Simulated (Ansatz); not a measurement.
# SiGeCl (quartet): wave-function methods side by side, cc-pVTZ

One table from this session's results is given with a row withheld; the runs are named, their logs left out.

Computed with Ansatz 0.2.0, Gaussian basis. Level: cc-pVTZ, core rule «outside noble gas», up to 24 orbitals frozen.

To be run: UHF; CCSD(T) on ROHF; CCSD(T) on UHF; BCCD(T) on ROHF; CCSDT(Q) on ROHF; CCSDT(Q) on UHF; CASSCF and NEVPT2, 15 electrons in 12 orbitals.

5 further runs of the same task are left out: 5 set aside as unsound or not needed.

### The geometry

The geometry is a PBE0/def2-TZVP stationary point (not a proven minimum). No spin-orbit coupling is included. The filled d shell of Ge may be among the frozen orbitals whatever the setting's name suggests; the logs give the count.

3 atoms, charge 0, spin multiplicity 4.

Atoms are counted from 1 here; the program's logs count them from 0.

Bond lengths: Cl1–Ge2 2.190 Å, Ge2–Si3 2.406 Å. Angles: Cl1–Ge2–Si3 108.0°.

The first run:

in.yaml reads:

```yaml
crystal:
  periodic: [false, false, false]
  atoms:
    - {symbol: Cl, position_ang: [0.000000, -0.697134, 1.696808]}
    - {symbol: Ge, position_ang: [0.000000, 0.627975, -0.046205]}
    - {symbol: Si, position_ang: [0.000000, -0.744178, -2.022417]}
basis:
  gaussian: {orbitals: cc-pVTZ}
magnetization: {spin_polarized: true, initial_magnetization: 3}
hamiltonian: {xc: hf}
output: {orbitals: {seedname: orbitals}}
```

Started as:

```sh
$ ansatz run in.yaml --threads 1 --pin off --events-out ev --progress --plain --max-ram 4096MiB --backend cpu
```

Among the steps run: UHF; CCSD(T) on ROHF; CCSD(T) on UHF; BCCD(T) on ROHF; CCSDT(Q) on ROHF; CCSDT(Q) on UHF; CASSCF and NEVPT2, 15 electrons in 12 orbitals.

One table of the session follows, with a row left open; its other results are not shown here.

| method | from UCCSDT(Q) (meV) |
| --- | --- |
| ROHF | +11144.6 |
| UHF | +11008.1 |
| RMP2 | +1627.5 |
| UMP2 | +1685.2 |
| RCCSD | +658.5 |
| UCCSD | +648.5 |
| RCCSD(T) | ? |
| UCCSD(T) | +95.5 |
| BCCD(T) | +95.3 |
| RCCSDT | +43.6 |
| UCCSDT | +38.4 |
| RCCSDT(Q) | +7.2 |
| UCCSDT(Q) | 0 |
| CASSCF valence | +9527.4 |
| NEVPT2 valence | +2113.2 |

**Question.** Estimate the row for RCCSD(T).

As computed: from UCCSDT(Q) (meV): +98.0. In the column «from UCCSDT(Q) (meV)» it lies between UCCSD(T) (+95.5) and UCCSD (+648.5).

With the free atoms at the same levels and basis (separate runs), the atomisation energy is 5.692 eV at UCCSDT(Q), 5.664 eV at RCCSD(T), 5.654 eV at UCCSD(T), 3.956 eV at ROHF.

Caveats from the session: Restricted and unrestricted rows rest on different reference determinants; where their highest levels disagree by more than a few hundredths of an eV, they describe different states and don't form one ladder.
